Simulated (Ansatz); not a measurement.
# CH5FGe (SMILES F[CH2][GeH3]): single points off equilibrium

The atoms stand at a structure displaced at random from a GFN2-xTB minimum. How far do the functionals agree with CCSD(T) there?

Method: single points in def2-TZVPP; program: Ansatz 0.2.0, Gaussian basis.

Cores are frozen in the correlated methods. Filled d shells of the heavier atoms are correlated.

## (1) Where the work starts

SMILES `F[CH2][GeH3]`, 8 atoms, charge 0, spin multiplicity 1.

Atoms are counted from 1 here; the program's logs count them from 0.

Bond lengths: F1–C2 1.189 Å, C2–Ge3 2.110 Å, C2–H4 1.232 Å, C2–H5 1.281 Å, Ge3–H6 1.604 Å, Ge3–H7 1.458 Å, Ge3–H8 1.692 Å. Angles: F1–C2–Ge3 112.2°, F1–C2–H4 118.7°, F1–C2–H5 106.2°, Ge3–C2–H4 103.9°, Ge3–C2–H5 105.3°, H4–C2–H5 109.8°, C2–Ge3–H6 107.2°, C2–Ge3–H7 126.1°, C2–Ge3–H8 100.9°, H6–Ge3–H7 96.9°, H6–Ge3–H8 97.3°, H7–Ge3–H8 123.3°.

Geometry (Å):

| atom | x (Å) | y (Å) | z (Å) |
| --- | --- | --- | --- |
| F1 | -1.0565 | 1.4089 | -0.6714 |
| C2 | -0.6243 | 0.3192 | -0.8717 |
| Ge3 | 0.5867 | -0.3629 | 0.7164 |
| H4 | 0.0684 | 0.1330 | -1.8733 |
| H5 | -1.6336 | -0.4687 | -0.8899 |
| H6 | -0.2967 | -0.2895 | 2.0528 |
| H7 | 1.0733 | -1.7251 | 0.9024 |
| H8 | 1.5323 | 1.0093 | 1.0098 |

## (2) CCSD(T)/def2-TZVPP

Contents of run/in.yaml:

```yaml
crystal:
  periodic: [false, false, false]
  atoms:
    - {symbol: F, position_ang: [-1.056500, 1.408900, -0.671400]}
    - {symbol: C, position_ang: [-0.624300, 0.319200, -0.871700]}
    - {symbol: Ge, position_ang: [0.586700, -0.362900, 0.716400]}
    - {symbol: H, position_ang: [0.068400, 0.133000, -1.873300]}
    - {symbol: H, position_ang: [-1.633600, -0.468700, -0.889900]}
    - {symbol: H, position_ang: [-0.296700, -0.289500, 2.052800]}
    - {symbol: H, position_ang: [1.073300, -1.725100, 0.902400]}
    - {symbol: H, position_ang: [1.532300, 1.009300, 1.009800]}
basis:
  gaussian: {orbitals: def2-TZVPP}
correlation: {method: ccsd_t}
output: {forces: true}
```

The command line of these runs was not kept.

## (3) PBE0-D4/def2-TZVPP

Edit run/in.yaml of step 2 so:

```diff
@@ -13,3 +13,3 @@
   gaussian: {orbitals: def2-TZVPP}
-correlation: {method: ccsd_t}
-output: {forces: true}
+hamiltonian: {xc: pbe0, dispersion: d4}
+output: {forces: true, orbitals: {seedname: orbitals}}
```

## (4) wB97M-V/def2-TZVPP

Edit run/in.yaml of step 3 so:

```diff
@@ -13,3 +13,3 @@
   gaussian: {orbitals: def2-TZVPP}
-hamiltonian: {xc: pbe0, dispersion: d4}
-output: {forces: true, orbitals: {seedname: orbitals}}
+hamiltonian: {xc: {name: wB97M-V}}
+output: {forces: true}
```

## (5) r2SCAN-D4/def2-TZVPP

Edit run/in.yaml of step 4 so:

```diff
@@ -13,3 +13,3 @@
   gaussian: {orbitals: def2-TZVPP}
-hamiltonian: {xc: {name: wB97M-V}}
+hamiltonian: {xc: r2scan, dispersion: d4}
 output: {forces: true}
```

## (6) PBE-D4/def2-TZVPP

Edit run/in.yaml of step 5 so:

```diff
@@ -13,3 +13,3 @@
   gaussian: {orbitals: def2-TZVPP}
-hamiltonian: {xc: r2scan, dispersion: d4}
+hamiltonian: {xc: pbe, dispersion: d4}
 output: {forces: true}
```

## (7) SPW92/def2-TZVPP

Edit run/in.yaml of step 6 so:

```diff
@@ -13,3 +13,3 @@
   gaussian: {orbitals: def2-TZVPP}
-hamiltonian: {xc: pbe, dispersion: d4}
+hamiltonian: {xc: lda}
 output: {forces: true}
```

## (8) B97M-V/def2-TZVPP

Edit run/in.yaml of step 7 so:

```diff
@@ -13,3 +13,3 @@
   gaussian: {orbitals: def2-TZVPP}
-hamiltonian: {xc: lda}
+hamiltonian: {xc: {name: B97M-V}}
 output: {forces: true}
```

(Steps that only read results are left out.)

Before running it: what results should come out? Wanted: energy less free atoms, CCSD(T)/def2-TZVPP; RMS force component; RMS force error; HOMO and LUMO, PBE0-D4; T1 diagnostic.

The runs gave:

| quantity | value |
| --- | --- |
| energy less free atoms, CCSD(T)/def2-TZVPP | -23.193 eV |
| RMS force component | 3.454 to 3.855 eV/Å over the methods |
| RMS force error | PBE0-D4 0.214, wB97M-V 0.074, r2SCAN-D4 0.197, PBE-D4 0.223, SPW92 0.418, B97M-V 0.274 eV/Å |
| HOMO and LUMO, PBE0-D4 | -7.63 and 0.09 eV |
| T1 diagnostic | 0.012 |

**Reading.** Against CCSD(T) the functionals' energies less atoms differ by -4.482 to -0.358 eV, PBE-D4 by -0.856 eV. CCSD(T) in triple zeta still lacks some correlation energy of the bonds, so part of these gaps is its own basis error and they don't rank the functionals. On forces the order runs from wB97M-V to SPW92.
